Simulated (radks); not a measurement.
# Nuclear size and the levels of Zn

An exercise on one series of results from a longer session: the logs are not shown, and one member is left open.

Method: Dirac Kohn-Sham, BLYP, spin-unpolarised, spherical densities, finite nucleus. Code: radks (a radial shooting solver on a logarithmic mesh, Libxc functionals) version 1.

## What is computed

```
element            : zinc (Z = 30)
charge             : 0
electrons          : 30
configuration      : [Ar] 3d10 4s2
nuclear rms radius : 3.9283 fm
```

Outer shells as boxes (Hund's rule):

Zn
```
[Ar] core
3d [↑↓][↑↓][↑↓][↑↓][↑↓]
4s [↑↓]
```

Set-up of the first run:

The run's settings:

```text
Z 30
configuration [Ar] 3d10 4s2 4p0 5s0
relativity Dirac
functional b88,lyp
spin unpolarised
j_filling average
nucleus finite rms 3.9283 fm
c 137.035999084
```

Among the steps run: rms radius 3.9283 fm.

One of the session's tables, all rows but one given; the rest of the session is left out.

It belongs to the step «rms radius 3.9283 fm». Sizes of the orbitals, from the radial functions (bohr):

```
level     <r>  outermost maximum (interpolated)  90 % within  nodes
3s1/2  0.6809                             0.588         1.02      2
3p1/2  0.7059                             0.586         1.09      1
3p3/2  0.7168                             0.595         1.11      1
3d3/2  0.9075                             0.563         1.61      0
3d5/2  0.9163                             0.566         1.62      0
4s1/2       ?                                 ?            ?      ?
4p1/2   4.357                              3.07         7.20      2
4p3/2   4.453                              3.14         7.36      2
```

Q: Estimate the row for 4s1/2 from the others.

As computed: <r>: 2.654; outermost maximum (interpolated): 2.08; 90 % within: 4.12; nodes: 3. In the column «<r>» it lies between 3d5/2 (0.9163) and 4p1/2 (4.357).
